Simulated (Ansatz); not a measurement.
# Ta: the cost of one run

Computed with Ansatz 0.2.0 (DFT r2SCAN, scalar-relativistic, plane waves, PAW, unless a step's input says otherwise).

## 1. Starting point

The structure is cubic, space group Im-3m (No. 229). Conventional cell: a = 3.303 Å, b = 3.303 Å, c = 3.303 Å, α = 90.00°, β = 90.00°, γ = 90.00°. Ta (site symmetry m-3m) has 8 Ta at 2.86 Å as nearest neighbours.

As a file:

```cif
data_structure
_symmetry_space_group_name_H-M 'P 1'
_symmetry_Int_Tables_number 1
_cell_length_a 2.8601
_cell_length_b 2.8601
_cell_length_c 2.8601
_cell_angle_alpha 109.471
_cell_angle_beta 109.471
_cell_angle_gamma 109.471
_cell_volume 18.01
loop_
_atom_site_label
_atom_site_type_symbol
_atom_site_fract_x
_atom_site_fract_y
_atom_site_fract_z
_atom_site_occupancy
Ta1 Ta 0.00000 0.00000 0.00000 1
```

Source of the structure: the Crystallography Open Database.

(A quick probe on a coarse mesh, which set the mesh and smearing, is not shown.)

## 3. Relaxing cell and atoms

input.yaml reads:

```yaml
crystal:
  lattice:
    - [-1.65128, 1.65128, 1.65128]
    - [1.65128, -1.65128, 1.65128]
    - [1.65128, 1.65128, -1.65128]
  atoms:
    - { symbol: Ta, position: [0.0, 0.0, 0.0] }
basis:
  ecutwfc: 500
kpoints:
  mp_grid: { grid: [18, 18, 18] }
hamiltonian:
  xc: r2scan
scf:
  occupations: { method: gaussian, width: 0.1 }
output:
  forces: true
  stress: true
  eigenvalues: true
relax:
  adjacent_minimum: "off"
  f_tol: 0.005
  max_steps: 80
  cell: { stress_tol: 0.05 }
```

Started as:

```
$ ansatz run input.yaml --threads 1 --pin off --max-ram 2560MiB --backend cpu --events-out ev --progress --plain --runs-dir out
```

**Question.** How long does this run take on 1 thread of Intel Xeon Platinum 8488C (Sapphire Rapids), shared host, and how much memory does it need?

About 14 s, with a peak of 0.47 GiB.
